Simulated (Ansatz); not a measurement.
Task: a rigid scan of one bond length of GeH3Se, SMILES [GeH2][SeH], with Ansatz's Python interface. Give the script and its output. Settings (for the species named): CCSD(T), def2-SVP basis, multiplicity 2.

Input file `geh3se.xyz`:
```text
5

Ge   -0.62060   -0.42890    0.24810
Se    0.69590    1.42380   -0.39550
H     0.10330   -1.70190    0.10690
H    -1.83020   -0.43720   -0.70160
H     1.70170    1.07050    0.70070
```

Script `scan_geh3se.py`:
```python
"""Stretching a bond of GeH3Se, the rest held rigid."""

import ansatz as az
import numpy as np


def main() -> None:
    geh3se = az.Crystal.molecule_from_extxyz("geh3se.xyz")

    symbols = [site.symbol for site in geh3se.cartesian_sites]
    start = np.array([site.position_ang for site in geh3se.cartesian_sites])
    axis = (start[1] - start[0]) / np.linalg.norm(start[1] - start[0])
    moving = [1, 4]
    lengths, energies = [2.079, 2.173, 2.268, 2.362, 2.457, 2.551, 2.646, 2.787], []
    for length in lengths:
        xyz = start.copy()
        xyz[moving] += (length - np.linalg.norm(start[1] - start[0])) * axis
        point = az.Crystal.molecule()
        for symbol, place in zip(symbols, xyz):
            point = point.atom(symbol, place.tolist())
        base = (
            point.calculation()
            .basis(gaussian="def2-SVP")
            .correlation("ccsd_t")
            .spin("collinear", total=1)
        )
        report = base.run().report
        energies.append(report["free_energy_ev"])
        print(f"r = {length:6.3f} A  E = {energies[-1]:.5f} eV  <S^2> = {abs(report['mean_field']['state']['spin_squared']):.3f}")

    # quartic fit about the minimum
    fit = np.polynomial.Polynomial.fit(lengths, np.array(energies) - min(energies), 4).convert()
    roots = [r.real for r in fit.deriv().roots() if abs(r.imag) < 1e-9 and fit.deriv(2)(r.real) > 0]
    r_e = min(roots, key=lambda r: abs(r - lengths[int(np.argmin(energies))]))
    print(f"minimum of the fit at {r_e:.4f} A, force constant {fit.deriv(2)(r_e):.2f} eV/A^2")


if __name__ == "__main__":
    main()
```

```console
$ python scan_geh3se.py
r =  2.079 A  E = -121820.93579 eV  <S^2> = 0.757
r =  2.173 A  E = -121821.39853 eV  <S^2> = 0.756
r =  2.268 A  E = -121821.63428 eV  <S^2> = 0.756
r =  2.362 A  E = -121821.70707 eV  <S^2> = 0.756
r =  2.457 A  E = -121821.66890 eV  <S^2> = 0.757
r =  2.551 A  E = -121821.55668 eV  <S^2> = 0.757
r =  2.646 A  E = -121821.39463 eV  <S^2> = 0.759
r =  2.787 A  E = -121821.10394 eV  <S^2> = 0.770
minimum of the fit at 2.3702 A, force constant 12.09 eV/A^2
```

Caveats:
- Total energies depend on the basis set; only differences at equal settings carry meaning.
- The rest of the molecule is held rigid at a force-field or estimated start geometry, and the basis set is modest; single-reference methods fail as a bond breaks.
- The run takes the species as open-shell (spin multiplicity 2), which needn't be its ground state.
- S² is that of the Hartree-Fock reference.
- Spin-orbit coupling of the heavy open-shell atom is left out.
- Finished in 2.4 min on 1 thread of Arm Neoverse V2, on a shared host, peak memory 0.48 GiB.
